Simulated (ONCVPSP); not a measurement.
**Promethium: generating and testing an ONCV potential**

Task: generate the file, and judge it by its errors in other configurations, its logarithmic derivatives, its ghosts and its cutoff.

The numbers are computed with ONCVPSP 4.0.1 (PBE, scalar-relativistic, spin-unpolarised reference atom).

### Step 1. Settings

Typed settings, in words:

| Item | Value |
| --- | --- |
| element | promethium (Pm, Z = 61) |
| type | optimised norm-conserving Vanderbilt (ONCV) |
| frozen core | [Xe] |
| valence charge | 7 |
| reference configuration | 4f5 6s1.75 (charge +0.25) |
| partial waves | 6s: rc 3.80 bohr, ncon 4, nbas 9, qcut 1.5 1/bohr, 2 projectors, debl 1.1 Ha; p scattering state at 0.05 Ha: rc 3.75 bohr, ncon 5, nbas 10, qcut 2.2 1/bohr, 2 projectors, debl 1.7 Ha; d scattering state at 0.24 Ha: rc 3.65 bohr, ncon 3, nbas 8, qcut 3 1/bohr, 2 projectors, debl 1.3 Ha; 4f: rc 0.80 bohr, ncon 4, nbas 8, qcut 14.7 1/bohr, 2 projectors, debl 1.2 Ha |
| local potential | polynomial inside 0.70 bohr (lpopt 5, dvloc0 1 Ha) |
| core correction | Teter function, fcfact 3.25, rcfact 1.5 |

An earlier all-electron run gives the scale for the radii.

All-electron outer shells of the reference configuration (PBE, scalar-relativistic, ld1.x):

| shell | level (eV) | outermost node (bohr) | outermost maximum (bohr) |
| --- | --- | --- | --- |
| 6s | -4.67 | 1.73 | 3.68 |
| 4f | -3.54 | – | 0.64 |
| 5d | -3.07 | 0.86 | 2.17 |
| 6p | -2.17 | 2.09 | 4.84 |

### Step 2. The generation run

Pm.dat

```
# ATOM AND REFERENCE CONFIGURATION
# atsym  z   nc   nv     iexc    psfile
  Pm 61.00   11    2        4      upf
#
#   n    l    f
    1    0    2.00
    2    0    2.00
    2    1    6.00
    3    0    2.00
    3    1    6.00
    3    2   10.00
    4    0    2.00
    4    1    6.00
    4    2   10.00
    5    0    2.00
    5    1    6.00
    4    3    5.00
    6    0    1.75
#
# PSEUDOPOTENTIAL AND OPTIMIZATION
# lmax
    3
#
#   l,   rc,      ep,       ncon, nbas, qcut
    0    3.80    0.00    4    9    1.50
    1    3.75    0.05    5   10    2.20
    2    3.65    0.24    3    8    3.00
    3    0.80    0.00    4    8   14.70
#
# LOCAL POTENTIAL
# lloc, lpopt,  rc(5),   dvloc0
    4    5    0.70    1.00
#
# VANDERBILT-KLEINMAN-BYLANDER PROJECTORs
# l, nproj, debl
    0    2    1.10
    1    2    1.70
    2    2    1.30
    3    2    1.20
#
# MODEL CORE CHARGE
# icmod, fcfact, rcfact
    3    3.25    1.50
#
# LOG DERIVATIVE ANALYSIS
# epsh1, epsh2, depsh
   -2.00    5.00    0.02
#
# OUTPUT GRID
# rlmax, drl
    6.00    0.01
#
# TEST CONFIGURATIONS
# ncnf
    4
# nvcnf
#   n    l    f
    2
    4    3    5.00
    6    0    2.00
#
    2
    4    3    5.00
    6    0    1.00
#
    2
    4    3    5.00
    6    0    0.00
#
    2
    4    3    4.00
    6    0    2.00
#
```

Launch:

```sh
$ oncvpsp.x < Pm.dat > Pm.out
```

What does the calculation give? Wanted: cutoffs for 1 and 0.1 mHa per electron, occupied waves; bound ghosts; GHOST(+) flags; largest phase difference near zero energy, channels read; rms error of d²Exc/dn², without and with the model core; projector energies reset by the program.

As calculated:

```
                                                quantity                                                                         value
  cutoffs for 1 and 0.1 mHa per electron, occupied waves                                                             397 Ha and 526 Ha
                                            bound ghosts  s at -686.96 eV, s at -119.99 eV, p at -435.00 eV, p at -11.45 eV and 1 more
                                          GHOST(+) flags                                                      s at 38 eV, f at 7380 eV
largest phase difference near zero energy, channels read                                                                     0.041 rad
 rms error of d²Exc/dn², without and with the model core                                                           22.56 and 21.64 mHa
                 projector energies reset by the program                                                           d: -0.113, 1.187 Ha
```

**Reading.** It has a bound ghost (s, p, d), a state that the atom doesn't have, and that rules the file out. By its cutoff, 397 Ha for the looser tolerance, it is very hard. At the looser tolerance the 4f wave is the slowest; 6s needs 2 Ha. Near zero energy the largest phase difference among the channels read is 0.04 rad, in the p channel. The program also flags highly localised states, GHOST(+) (s, f). These are tests on the free atom; a crystal test is still owed.
